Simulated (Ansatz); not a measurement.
Ta3N:

```xyz
4
Lattice="3.0322 0.0000 0.0000 -1.5161 2.6260 0.0000 0.0000 0.0000 7.5241" Properties=species:S:1:pos:R:3 pbc="T T T"
Ta    1.5161    0.8753    6.2155
Ta    0.0000    1.7507    1.3087
Ta    0.0000    0.0000    3.7621
N     0.0000    0.0000    0.0000
```

The cell comes from a database or a generator and needn't be the stable form of this composition.

Base run:

* Program: Ansatz 0.2.0
* Functional: RPBE
* Potentials or basis: Ansatz PAW
* Cutoff: 420 eV (not typed: the program's choice for these potentials)
* k mesh: 7 × 7 × 3
* Occupations: fermi-dirac, width 0.05 eV
* Spin: no spin polarisation

Its results: band gap on the k mesh none (metal or under the smearing width); pressure 3.0 GPa; largest force 0.178 eV/Å.

Problem. The run is repeated on the same cell with these changes: functional from RPBE to BLYP. What comes out?

Solution. Band gap on the k mesh none (metal or under the smearing width); pressure 7.3 GPa; largest force 0.128 eV/Å.

Caveats: spin-orbit coupling is left out, which moves the levels of the heavy elements; the PAW data sets come from PBE, with cores solved anew for the run's functional, which leaves a small shift of forces and pressure.
